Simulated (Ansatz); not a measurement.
# P4Ir: a trial structure relaxed

The task: take a trial cell of P4Ir to zero force and stress.

Program: Ansatz 0.2.0. Level of theory: DFT PBE, scalar-relativistic, plane waves, PAW. These are calculated values, not measurements.

### Step 1. The structure to begin with

Symmetry: Pm-3m, No. 221, cubic system. Conventional cell: a = 4.585 Å, b = 4.585 Å, c = 4.585 Å, α = 90.00°, β = 90.00°, γ = 90.00°. P (site symmetry m-3m) has 12 P at 3.24 Å as nearest neighbours. P (site symmetry 4/mmm) is surrounded by 2 Ir at 2.29 Å. Ir (site symmetry m-3m) has 6 P at 2.29 Å as nearest neighbours.

Coordinates:

```
CELL_PARAMETERS angstrom
4.58500 0.00000 0.00000
0.00000 4.58500 0.00000
0.00000 0.00000 4.58500
ATOMIC_POSITIONS crystal
P 0.00000 0.00000 0.00000
P 0.50000 0.50000 0.00000
P 0.50000 0.00000 0.50000
P 0.00000 0.50000 0.50000
Ir 0.50000 0.50000 0.50000
```

Recipe of the guess: species swapped into a database cell of Mn4N (Pm-3m, No. 221). Its size is a rough estimate.

### Step 2. The guess as it stands, on a coarse mesh

input.yaml reads:

```yaml
crystal:
  lattice:
    - [4.58500405, 0.0, 0.0]
    - [0.0, 4.58500405, 0.0]
    - [0.0, 0.0, 4.58500405]
  atoms:
    - { symbol: P, position: [0.0, 0.0, 0.0] }
    - { symbol: P, position: [0.5, 0.5, 0.0] }
    - { symbol: P, position: [0.5, 0.0, 0.5] }
    - { symbol: P, position: [0.0, 0.5, 0.5] }
    - { symbol: Ir, position: [0.5, 0.5, 0.5] }
basis:
  ecutwfc: 420
kpoints:
  mp_grid: { grid: [4, 4, 4] }
hamiltonian:
  xc: pbe
scf:
  occupations: { method: gaussian, width: 0.1 }
  lower_state_search: "off"
output:
  forces: true
  stress: true
  eigenvalues: true
```

Run with:

```sh
$ ansatz run input.yaml --threads 1 --pin off --max-ram 2048MiB --backend cpu --events-out ev --progress --plain --runs-dir out
```

The session goes on with these runs: final relaxation.

Q: Predict the outcome of this session. Wanted: conventional cell; volume; energy over the elements, black P; gap on the mesh.

**Answer**, as computed:

| quantity | value |
| --- | --- |
| symmetry at the end (tolerance 0.05 Å) | space group Pm-3m (No. 221) |
| conventional cell | a = 4.592 Å, b = 4.592 Å, c = 4.592 Å, α = 90.00°, β = 90.00°, γ = 90.00° |
| volume | 19.36 Å³/atom |
| energy over the elements, black P | +0.92 eV/atom |
| gap on the mesh | none (metal) |

**Reading.** The space group Pm-3m (No. 221) is kept, at nearly the size of the first guess. With a positive formation energy it can't be a ground state. No finished test with a distortion of lower symmetry is shown, so the end may be a saddle point. The runs treat Ir without spin-orbit coupling.
